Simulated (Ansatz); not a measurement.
# AsH6NSi: the cost of one run

Program: Ansatz 0.2.0. Level of theory: RKS r2SCAN/def2-SVP. These are calculated values, not measurements.

### 1 The starting structure

Bond lengths: Si1–N2 1.739 Å, N2–As3 1.902 Å, Si1–H4 1.426 Å, Si1–H5 1.514 Å, Si1–H6 1.513 Å, N2–H7 1.061 Å, As3–H8 1.512 Å, As3–H9 1.503 Å. Angles: Si1–N2–As3 108.1°, Si1–N2–H7 107.4°, As3–N2–H7 107.2°, N2–Si1–H4 111.6°, N2–Si1–H5 110.4°, N2–Si1–H6 110.9°, H4–Si1–H5 106.9°, H4–Si1–H6 111.9°, H5–Si1–H6 104.9°, N2–As3–H8 94.4°, N2–As3–H9 95.9°, H8–As3–H9 96.3°.

As a file:

```xyz
9

Si   -0.4778    0.6158   -0.6773
N     1.0232    0.4322    0.1810
As    0.8309   -1.0119    1.4042
H    -0.8042   -0.5564   -1.4217
H    -0.3828    1.7547   -1.6708
H    -1.5922    1.0133    0.2652
H     1.7603    0.1481   -0.5268
H    -0.4550   -0.4869    2.0015
H     0.1860   -1.9551    0.4277
```

### 2 End point A

Input file input.yaml:

```yaml
crystal:
  periodic: [false, false, false]
  atoms:
    - { symbol: Si, position_ang: [-0.4778, 0.6158, -0.6773] }
    - { symbol: "N", position_ang: [1.0232, 0.4322, 0.181] }
    - { symbol: As, position_ang: [0.8309, -1.0119, 1.4042] }
    - { symbol: H, position_ang: [-0.8042, -0.5564, -1.4217] }
    - { symbol: H, position_ang: [-0.3828, 1.7547, -1.6708] }
    - { symbol: H, position_ang: [-1.5922, 1.0133, 0.2652] }
    - { symbol: H, position_ang: [1.7603, 0.1481, -0.5268] }
    - { symbol: H, position_ang: [-0.455, -0.4869, 2.0015] }
    - { symbol: H, position_ang: [0.186, -1.9551, 0.4277] }
basis:
  gaussian: { orbitals: def2-SVP }
hamiltonian:
  xc: r2scan
relax:
  f_tol: 0.015
  max_steps: 40
output:
  orbitals: {}
```

Launch:

```bash
ansatz run input.yaml --threads 2 --pin off --max-ram 3072MiB --backend cpu --events-out ev --progress --plain --runs-dir out
```

**Question.** How long does this run take on 2 threads of AMD EPYC, shared host, and how much memory does it need?

About 94 s, with a peak of 0.18 GiB.
